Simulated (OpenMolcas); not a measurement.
**Pm²⁺ among point charges: CASSCF levels and susceptibility**

Aim: the splitting of the states of Pm²⁺ in the field of 6 point charges, its lowest levels with spin-orbit coupling and its magnetic susceptibility.

Method: state-averaged CASSCF, spin-orbit coupling by RASSI with atomic mean-field integrals. Code: OpenMolcas 26.06.

## Step 1: The atom as given

* Species: Pm²⁺ (promethium, Z = 61, 59 electrons)
* Basis: ANO-RCC-VDZP [7s6p4d2f1g], 68 functions
* Scalar Hamiltonian: DKH2, point nucleus
* Inactive shells: 1s 2s 2p 3s 3p 3d 4s 4p 4d 5s 5p
* Active space: 5 electrons in 7 orbitals (4f)
* Some configurations of this space: 4f⁵
* Orbitals: optimised for the highest spin of each parity, averaged over all roots

Outer shells as boxes (Hund's rule):

4f5
```
4f [↑ ][↑ ][↑ ][↑ ][↑ ][  ][  ]
```

The ion sits among 6 point charges of -1.5 e arranged as a trigonal antiprism (D3d), 3.12 Å from the ion, with a polar angle of 60.2° against the regular 54.74°.

Each step is its own input file, run in one work folder so that later steps find the files of earlier ones. Labels, J, g values, rates, χT and fits are worked out afterwards by a script from the matrices that RASSI stores. The input lists half of the charges; inversion (Group=XYZ) makes the rest.

## Step 2: One- and two-electron integrals

Input file a.inp:

```
&GATEWAY
Coord
1

Pm 0.0 0.0 0.0
Basis=ANO-RCC-VDZP
Group=XYZ
NoMove
AngMom=0.0 0.0 0.0
AMFI
XField
3 Angstrom 0
0.000000 2.707676 1.550125 -1.500000
2.344917 -1.353838 1.550125 -1.500000
2.344917 1.353838 -1.550125 -1.500000
&SEWARD
```

Run with:

```console
$ OMP_NUM_THREADS=1 MOLCAS_MEM=2252 MOLCAS_PROJECT=a pymolcas a.inp > a.log
```

## Step 3: Reference wave functions, sextets of odd parity, 21 roots

Input file a.inp:

```
&RASSCF
FileOrb=start.orb
Symmetry=2
Spin=6
nActEl=5 0 0
Inactive=15 12
Ras2=0 7
CIRoot=21 21 1
SDav=21
CIMx=300
Iter=120 100
PrWF=0.3
OrbListing=Nothing
MaxOrb=0
>>> COPY $Project.JobIph JOB001
```

start.orb holds the contracted functions of the basis, ordered by shell, or the orbitals of the step before.

## Step 4: CASSCF: quartets of odd parity, 162 roots

Input file a.inp:

```
&RASSCF
FileOrb=start.orb
Symmetry=2
Spin=4
nActEl=5 0 0
Inactive=15 12
Ras2=0 7
CIRoot=162 162 1
SDav=224
CIMx=300
Iter=120 100
PrWF=0.3
OrbListing=Nothing
MaxOrb=0
CIOnly
>>> COPY $Project.JobIph JOB002
```

## Step 5: Reference wave functions, doublets of odd parity, 162 roots

Input file a.inp:

```
&RASSCF
FileOrb=start.orb
Symmetry=2
Spin=2
nActEl=5 0 0
Inactive=15 12
Ras2=0 7
CIRoot=162 162 1
SDav=490
CIMx=300
Iter=120 100
PrWF=0.3
OrbListing=Nothing
MaxOrb=0
CIOnly
>>> COPY $Project.JobIph JOB003
```

## Step 6: State interaction with spin-orbit coupling

Input file a.inp:

```
&RASSI
NrOfJobIphs=3 21 108 40
1 2 3 4 5 6 7 8 9 10 11 12 13 14 15 16 17 18 19 20 21
1 2 3 4 5 6 7 8 9 10 11 12 13 14 15 16 17 18 19 20 21 22 23 24 25 26 27
28 29 30 31 32 33 34 35 36 37 38 39 40 41 42 43 44 45 46 47 48 49 50 51
52 53 54 55 56 57 58 59 60 61 62 63 64 65 66 67 68 69 70 71 72 73 74 75
76 77 78 79 80 81 82 83 84 85 86 87 88 89 90 91 92 93 94 95 96 97 98 99
100 101 102 103 104 105 106 107 108
1 2 3 4 5 6 7 8 9 10 11 12 13 14 15 16 17 18 19 20 21 22 23 24 25 26 27
28 29 30 31 32 33 34 35 36 37 38 39 40
IphNames
JOB001
JOB002
JOB003
EJob
SpinOrbit
DIPRint=1.0
SOCoupling=1000.0
Subsets=2
Property=9
'ANGMOM' 1 'ANGMOM' 2 'ANGMOM' 3 'MLTPL  1' 1 'MLTPL  1' 2 'MLTPL  1' 3
'AMFI' 1 'AMFI' 2 'AMFI' 3
SOProperty=3
'ANGMOM' 1 'ANGMOM' 2 'ANGMOM' 3
```

What does the calculation give? Wanted: spin-free ground state; first state of the same spin within the active space; lowest level; next level.

As calculated:

| quantity | value |
| --- | --- |
| method | CASSCF |
| spin-free ground state | 6E, 2-fold in its orbital part |
| first state of the same spin within the active space | 6E at 270 cm⁻¹ |
| lowest level | 2-fold E1/2, g = 0.00, 0.00, 0.84 |
| next level | 297.7 cm⁻¹ |
| χT at 300 K | 0.39 cm³ K/mol |
| effective moment at 300 K | 1.76 μB |

The spin-free ground state (6E) comes to 100 % from free-ion H terms and keeps the highest spin of the shell. The quartets, doublets rest on orbitals optimised for another spin in at least one step, which raises them against the optimised states. Not all states of the active space went into the spin-orbit step. High states of lower spin are left out of the spin-orbit mixing, and CASSCF puts spin-flip levels too high. This is an electrostatic model: the charges have no orbitals.
